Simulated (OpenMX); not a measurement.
## SiO in OpenMX: the effect of volume scale

The system is SiO.

```
CELL_PARAMETERS angstrom
2.68987 0.00000 0.00000
0.00000 2.68987 0.00000
0.00000 0.00000 2.68987
ATOMIC_POSITIONS crystal
Si 0.00000 0.00000 0.00000
O 0.50000 0.50000 0.50000
```

The cell was built by a generator and needn't be a form met in nature.

Alike in all runs:

- Program: OpenMX 3.8.5
- Task: single point
- Functional: PBE
- Potentials or basis: OpenMX 2013 PBE set, Si7.0-s2p2d1, O6.0-s2p2d1, grid cutoff 400 Ry
- k mesh: 7 × 7 × 7
- Occupations: fermi-dirac, width 0.05 eV
- Spin: no spin polarisation

Task: One run gave: pressure 0.0 GPa. Which volume scale did it use?
A. 1.04
B. 1.08
C. 0.92
D. 0.88
E. 1

Result: E.

| volume scale | pressure (GPa) |
| --- | --- |
| 0.88 | 20.9 |
| 0.92 | 12.3 |
| 0.96 | 5.6 |
| 1 | 0.0 |
| 1.04 | -4.4 |
| 1.08 | -7.9 |

Caveats: the basis of atomic orbitals isn't converged, which shifts pressures, moduli and gaps.
